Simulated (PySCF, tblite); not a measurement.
# C8H5Cl: vibronic structure

Aim: compute the vibronic structure of C8H5Cl (`C#Cc1ccccc1Cl`).

Programs: tblite 0.8.0 and PySCF 2.14.0, with routines of our own; each step states its level. All values are computed. Atoms count from 0.

## 1. The starting structure

14 atoms, charge 0, multiplicity 1; geometry from: force field or distance geometry start.

## 2. Optimising the geometry with GFN2-xTB

The job: settings as JSON, then the geometry in Å.

```
{"job": {"kind": "relax", "xc": "GFN2-xTB", "basis": "xTB"}, "charge": 0, "multiplicity": 1}
C      3.335600    -0.314800     0.161500
C      2.128200    -0.191600     0.094100
C      0.716000    -0.066100     0.036800
C     -0.065300    -1.214600    -0.125500
C     -1.458200    -1.143300    -0.182800
C     -2.094000     0.097400    -0.116300
C     -1.328300     1.262000     0.032500
C      0.072200     1.186500     0.114200
Cl     0.951200     2.655900     0.296800
H      4.382400    -0.407900     0.219400
H      0.413800    -2.197900    -0.179700
H     -2.051300    -2.050600    -0.305300
H     -3.178100     0.162900    -0.160500
H     -1.824800     2.221700     0.092600
```

Started as:

```
$ OMP_NUM_THREADS=1 python excited_run.py task.json out
```

The driver reads the jobs from task.json and runs them one after another.

What it wrote:

```text
step      E/eV     max force
  0    -657.08412    1.489
  1    -657.06582    3.852
  2    -657.12527    0.369
  3    -657.13406    0.349
  4    -657.14075    0.195
  5    -657.14428    0.120
  6    -657.14560    0.100
  7    -657.14705    0.136
  8    -657.14802    0.136
  9    -657.14900    0.086
 10    -657.14945    0.039
 11    -657.14962    0.037
 12    -657.14972    0.037
 13    -657.14983    0.028
 14    -657.14994    0.025
 15    -657.15001    0.020
 16    -657.15007    0.019
 17    -657.15014    0.020
 18    -657.15021    0.021
 19    -657.15027    0.024
 20    -657.15035    0.028
 21    -657.15045    0.042
 22    -657.15062    0.050
 23    -657.15082    0.042
 24    -657.15098    0.028
 25    -657.15107    0.022
 26    -657.15112    0.018
 27    -657.15116    0.015
 28    -657.15119    0.012
 29    -657.15121    0.009
```

Run time: 0.19 s. Hardware: 1 thread of Arm Neoverse V1, shared host.

Relaxation path: (the energy doesn't fall at every step)

```
step  energy from step 0 (eV)  largest force (eV/Å)
   0                   0.0000                1.4891
   1                   0.0183                3.8524
   2                  -0.0412                0.3694
   3                  -0.0499                0.3492
   4                  -0.0566                0.1948
   5                  -0.0602                0.1199
   6                  -0.0615                0.1000
   7                  -0.0629                0.1362
   8                  -0.0639                0.1361
   9                  -0.0649                0.0860
  10                  -0.0653                0.0394
  11                  -0.0655                0.0365
  12                  -0.0656                0.0372
  13                  -0.0657                0.0277
  14                  -0.0658                0.0250
  15                  -0.0659                0.0197
  16                  -0.0660                0.0185
  17                  -0.0660                0.0203
  18                  -0.0661                0.0214
  19                  -0.0661                0.0242
  20                  -0.0662                0.0279
  21                  -0.0663                0.0418
  22                  -0.0665                0.0498
  23                  -0.0667                0.0421
  24                  -0.0669                0.0275
  25                  -0.0670                0.0220
  26                  -0.0670                0.0177
  27                  -0.0670                0.0150
  28                  -0.0671                0.0124
  29                  -0.0671                0.0095
```

Distances of close pairs at the start and the end, largest changes first:

```
  bond  before (Å)  after (Å)  change (Å)
 C6–C7       1.405      1.384      -0.021
 C5–C6       1.402      1.385      -0.017
C3–H10       1.095      1.080      -0.015
 C0–C1       1.216      1.200      -0.015
 C3–C4       1.396      1.381      -0.015
 C2–C7       1.410      1.398      -0.013
C4–H11       1.091      1.080      -0.011
 C4–C5       1.396      1.386      -0.010
```

The final coordinates are the input of the step that follows.

## 3. Harmonic vibrations with GFN2-xTB

The job: settings as JSON, then the geometry in Å.

```
{"job": {"kind": "ir", "xc": "GFN2-xTB", "basis": "xTB"}, "charge": 0, "multiplicity": 1}
C      3.302759    -0.271250     0.163375
C      2.107047    -0.185865     0.102383
C      0.697750    -0.086735     0.031532
C     -0.083595    -1.232933    -0.118240
C     -1.459695    -1.139216    -0.189486
C     -2.076557     0.099608    -0.111746
C     -1.318146     1.248280     0.038412
C      0.060689     1.154823     0.106989
Cl     1.009140     2.590624     0.288104
H      4.347930    -0.343315     0.216835
H      0.407587    -2.192736    -0.177149
H     -2.053527    -2.033036    -0.307077
H     -3.151732     0.175067    -0.166920
H     -1.790329     2.216211     0.100822
```

What it wrote:

```text
mode    cm-1     km/mol
  1     107.7      0.42
  2     111.0      0.02
  3     184.0      0.37
  4     257.3      0.12
  5     325.2      0.01
  6     359.0      0.29
  7     422.6      2.83
  8     484.3      2.10
  9     500.4      0.42
 10     504.6      2.11
 11     630.8      6.42
 12     663.1      0.25
 13     676.2     19.64
 14     688.8      2.84
 15     777.6      0.39
 16     780.5     33.49
 17     878.6      0.01
 18     912.9      0.62
 19     925.2      0.02
 20    1027.1     27.93
 21    1086.2      0.58
 22    1150.1      4.69
 23    1177.5      0.47
 24    1225.2      1.29
 25    1244.5      0.00
 26    1311.2      0.21
 27    1412.3     13.77
 28    1449.3      9.27
 29    1561.1     14.79
 30    1582.9      5.42
 31    2258.2      1.05
 32    3085.3      1.36
 33    3091.8     21.70
 34    3098.9     50.77
 35    3105.8     15.04
 36    3396.9      5.99
```

Wall time 0.47 s (1 thread of Arm Neoverse V1, shared host).

The strongest bands and the atoms that carry them (share of the mass-weighted mode):

```
cm⁻¹  km/mol                                   atoms
 676    19.6                        H9 60 %, C3 11 %
 780    33.5  H12 26 %, H11 24 %, H13 14 %, H10 13 %
1027    27.9                        C7 44 %, C3 23 %
1412    13.8     C6 16 %, C4 15 %, H12 15 %, C2 14 %
1561    14.8      C5 36 %, C2 17 %, C4 13 %, C3 11 %
3092    21.7            H12 43 %, H10 38 %, H13 12 %
3099    50.8            H11 32 %, H10 30 %, H13 24 %
3106    15.0                      H13 56 %, H12 26 %
```

## 4. Vibronic structure: TDDFT B3LYP/def2-SVP

Settings changed since step 3:

```diff
@@ -1,2 +1,2 @@
-{"job": {"kind": "ir", "xc": "GFN2-xTB", "basis": "xTB"}, "charge": 0, "multiplicity": 1}
+{"job": {"kind": "vib", "xc": "B3LYP", "basis": "def2-SVP", "tda": false}, "charge": 0, "multiplicity": 1}
 C      3.302759    -0.271250     0.163375
```

Method: TDDFT B3LYP/def2-SVP vertical-gradient vibronic structure (displaced harmonic oscillators, Condon), gas phase.

What it wrote:

```text
final grid: 60120 points
cycle   1  E = -767.5868414310  dE =  1.528e+00  |g| = 4.226e-01  |ddm| = 5.385e+00
cycle   2  E = -767.5650474647  dE =  2.179e-02  |g| = 5.207e-01  |ddm| = 1.314e+00
cycle   3  E = -767.6286178596  dE = -6.357e-02  |g| = 1.659e-01  |ddm| = 7.054e-01
cycle   4  E = -767.6358782558  dE = -7.260e-03  |g| = 4.817e-02  |ddm| = 2.440e-01
cycle   5  E = -767.6362826614  dE = -4.044e-04  |g| = 2.805e-02  |ddm| = 6.659e-02
cycle   6  E = -767.6364786975  dE = -1.960e-04  |g| = 5.795e-03  |ddm| = 3.128e-02
cycle   7  E = -767.6364874192  dE = -8.722e-06  |g| = 1.520e-03  |ddm| = 8.051e-03
cycle   8  E = -767.6364879911  dE = -5.719e-07  |g| = 4.252e-04  |ddm| = 2.168e-03
cycle   9  E = -767.6364880399  dE = -4.879e-08  |g| = 1.227e-04  |ddm| = 7.190e-04
cycle  10  E = -767.6364880430  dE = -3.062e-09  |g| = 6.252e-05  |ddm| = 1.970e-04
cycle  11  E = -767.6364880440  dE = -1.075e-09  |g| = 1.054e-05  |ddm| = 8.811e-05
cycle  12  E = -767.6364880441  dE = -3.661e-11  |g| = 3.729e-06  |ddm| = 1.963e-05
converged SCF energy = -767.6364880441

Singlet excitations (eV, f): 4.830 (0.0336)  5.194 (0.2008)  5.263 (0.0000)  5.958 (0.2898)  6.245 (0.0001)  6.288 (0.2290)

State S1  4.8298 eV  f = 0.03363  H-1->L 0.34, H->L 0.32, H->L+1 0.28
  relaxed dipole 0.706 D, largest gradient of the excitation energy 0.0564 Eh/bohr
  mode    cm-1        S   lambda/meV  Raman
   25   1244.5    0.1695      26.2   0.663
   24   1225.2    0.1710      26.0   0.649
   31   2258.2    0.0776      21.7   1.000
    6    359.0    0.3831      17.1   0.125
   21   1086.2    0.1102      14.8   0.329
   22   1150.1    0.0701      10.0   0.235
   20   1027.1    0.0716       9.1   0.191
   28   1449.3    0.0502       9.0   0.267
   12    663.1    0.0858       7.1   0.095
   29   1561.1    0.0186       3.6   0.115
   13    676.2    0.0364       3.1   0.042
   30   1582.9    0.0111       2.2   0.070
  reorganisation energy 0.1540 eV, total S 1.285, 0-0 4.6758 eV
  absorption maximum 4.676 eV, width 0.188 eV

State S4  5.9577 eV  f = 0.28985  H->L+1 0.48, H-1->L 0.40
  relaxed dipole 1.533 D, largest gradient of the excitation energy 0.0793 Eh/bohr
  mode    cm-1        S   lambda/meV  Raman
   31   2258.2    0.2017      56.5   1.000
   25   1244.5    0.0886      13.7   0.133
   24   1225.2    0.0883      13.4   0.129
   21   1086.2    0.0825      11.1   0.095
   12    663.1    0.1217      10.0   0.052
   29   1561.1    0.0494       9.6   0.117
   13    676.2    0.0582       4.9   0.026
   20   1027.1    0.0267       3.4   0.027
   36   3396.9    0.0051       2.1   0.057
   30   1582.9    0.0108       2.1   0.026
   22   1150.1    0.0123       1.8   0.016
   27   1412.3    0.0091       1.6   0.018
  reorganisation energy 0.1347 eV, total S 0.828, 0-0 5.8230 eV
  absorption maximum 5.823 eV, width 0.040 eV

State S6  6.2885 eV  f = 0.22903  H-1->L+1 0.80, H-4->L 0.09
  relaxed dipole 0.379 D, largest gradient of the excitation energy 0.0664 Eh/bohr
  mode    cm-1        S   lambda/meV  Raman
   30   1582.9    0.6386     125.3   1.000
   24   1225.2    0.2798      42.5   0.263
   21   1086.2    0.1374      18.5   0.101
   31   2258.2    0.0306       8.6   0.098
   29   1561.1    0.0437       8.4   0.066
   25   1244.5    0.0465       7.2   0.045
    4    257.3    0.2005       6.4   0.008
   12    663.1    0.0453       3.7   0.012
   15    777.6    0.0328       3.2   0.012
    9    500.4    0.0490       3.0   0.008
   20   1027.1    0.0236       3.0   0.016
   26   1311.2    0.0162       2.6   0.017
  reorganisation energy 0.2402 eV, total S 1.632, 0-0 6.0482 eV
  absorption maximum 6.050 eV, width 0.242 eV

State T1  3.5442 eV  f = 0.00000  H->L 0.84
  relaxed dipole 0.892 D, largest gradient of the excitation energy 0.1012 Eh/bohr
  mode    cm-1        S   lambda/meV  Raman
   30   1582.9    0.7856     154.2   1.000
   31   2258.2    0.2967      83.1   0.769
   25   1244.5    0.2426      37.4   0.191
   28   1449.3    0.1940      34.9   0.207
   22   1150.1    0.1275      18.2   0.086
   20   1027.1    0.0801      10.2   0.043
   21   1086.2    0.0744      10.0   0.045
   24   1225.2    0.0392       6.0   0.030
   23   1177.5    0.0369       5.4   0.026
   12    663.1    0.0639       5.3   0.014
   29   1561.1    0.0236       4.6   0.029
   36   3396.9    0.0065       2.7   0.038
  reorganisation energy 0.3794 eV, total S 2.084, 0-0 3.1648 eV
  absorption maximum 3.359 eV, width 0.504 eV
```

Run time: 40 s. Hardware: 1 thread of Arm Neoverse V1, shared host; peak memory 0.88 GiB.

## 5. Outcome

| quantity | value |
| --- | --- |
| strongest single infrared mode (GFN2-xTB) | 3099 cm⁻¹, 51 km/mol |
| zero-point energy (GFN2-xTB) | 60.7 kcal/mol |
| S1: vertical, reorganisation, 0-0, total S (step 4, TDDFT B3LYP/def2-SVP, modes from GFN2-xTB) | 4.83, 0.15, 4.68 eV; 1.3 |
| S4: vertical, reorganisation, 0-0, total S (step 4, TDDFT B3LYP/def2-SVP, modes from GFN2-xTB) | 5.96, 0.13, 5.82 eV; 0.8 |
| S6: vertical, reorganisation, 0-0, total S (step 4, TDDFT B3LYP/def2-SVP, modes from GFN2-xTB) | 6.29, 0.24, 6.05 eV; 1.6 |

**Reading.** No mode is imaginary among the 36: a minimum at this level. The strongest single mode, at 3099 cm⁻¹, is spread over several atoms, H11, H10, H13 among them. GFN2-xTB is a fitted tight-binding method: band positions and strengths are rough. Its intensities can rank the bands wrongly. Some states lie very close; unless symmetry makes them partners, their order is unsure. The vibronic model keeps the ground-state modes (from xTB) and shifts them along the gradient alone, so it can miss much of the relaxation that a full optimisation finds.
